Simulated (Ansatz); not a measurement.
Crystal: AlO2.

```xyz
6
Lattice="1.4882 -5.4028 0.0000 1.4882 5.4028 0.0000 0.0000 0.0000 3.6466" Properties=species:S:1:pos:R:3 pbc="T T T"
Al    1.4882   -1.8168    2.7350
Al    1.4882    1.8168    0.9117
O     1.4882    4.7429    2.7350
O     1.4882   -4.7429    0.9117
O     1.4882    2.2240    2.7350
O     1.4882   -2.2240    0.9117
```

The cell comes from a database or a generator and needn't be the stable form of this composition.

Base run:

```yaml
Program: Ansatz 0.2.0
Functional: RPBE
Potentials_or_basis: Ansatz PAW
Cutoff: "420 eV (not typed: the program's choice for these potentials)"
k_mesh: 9 × 9 × 7
Occupations: fermi-dirac, width 0.05 eV
Spin: no spin polarisation
```

Its results: band gap on the k mesh none (metal or under the smearing width); pressure 3.4 GPa; largest force 0.788 eV/Å.

**Question.** After a change of settings the same cell gave: band gap on the k mesh none (metal or under the smearing width); pressure -7.4 GPa; largest force 0.786 eV/Å. Which change was it?
A. functional from RPBE to LDA
B. functional from RPBE to PBEsol
C. functional from RPBE to r2SCAN; cutoff from 420 eV (not typed: the program's choice for these potentials) to 500 eV (not typed: the program's choice for these potentials)
D. functional from RPBE to revPBE

**Answer.** C.

Caveats: the PAW data sets come from PBE, with cores solved anew for the run's functional, which leaves a small shift of forces and pressure; the density of states is complete only up to the lowest level of the last band computed.
